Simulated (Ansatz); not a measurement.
**GaN: the cell at several levels of theory**

Cell and atoms of GaN built on the zincblende prototype are relaxed in turn with PBE and r2SCAN.

Code: Ansatz 0.2.0. PAW datasets, plane waves, zero pressure. Computed at 0 K without zero-point motion; spin polarisation is off.

## (1) Starting point

This is the cell as the run starts from it, not yet at rest; its lengths are not the crystal's.

It is cubic, F-43m (No. 216); a = 4.201 Å in the conventional setting, 9.27 Å³ an atom. Near Ga stand 4 N at 1.82 Å; near N stand 4 Ga at 1.82 Å.

Structure file:

Space group F-43m (No. 216). a = 4.201 Å, b = 4.201 Å, c = 4.201 Å, α = 90.00°, β = 90.00°, γ = 90.00°
```tsv
atom	site	symmetry	x	y	z
Ga	4a	-43m	0.0000	0.0000	0.0000
N	4d	-43m	0.2500	0.2500	0.7500
```

## (2) Relaxing with PBE

Input file input.yaml:

```yaml
crystal:
  lattice:
    - [0.0, 2.1007466895, 2.1007466895]
    - [2.1007466895, 0.0, 2.1007466895]
    - [2.1007466895, 2.1007466895, 0.0]
  atoms:
    - { symbol: Ga, position: [0.0, 0.0, 0.0] }
    - { symbol: "N", position: [0.25, 0.25, 0.25] }
kpoints:
  mp_grid: { grid: [10, 10, 10] }
hamiltonian:
  xc: pbe
scf:
  occupations: { method: fermi_dirac, width: 0.02 }
relax:
  f_tol: 0.005
  cell: {}
output:
  write_density: true
  write_potential: true
  elf: true
  volumetric_format: npy
```

Started as:

```bash
$ ansatz run input.yaml --threads 2 --pin off --max-ram 2211MiB --backend cpu --events-out ev --progress --plain --runs-dir out
```

Further steps of the session: Relaxation with r2SCAN.

**Question.** What will these runs give? Wanted: for each run, a; volume; space group; SCF geometries.

**Answer**, as computed:

```
 level  a (Å)  volume (Å³/atom)  space group  SCF geometries
   PBE  4.548            11.762        F-43m               9
r2SCAN  4.498            11.375        F-43m               5
```

**Reading.** The first relaxation changed the volume by +26.9 % from the start. The volume runs from r2SCAN (least) to PBE (most), a spread of 3.4 %, or 1.1 % in length if all axes shared it alike. The meshes differ: PBE 10×10×10, r2SCAN 8×8×8.
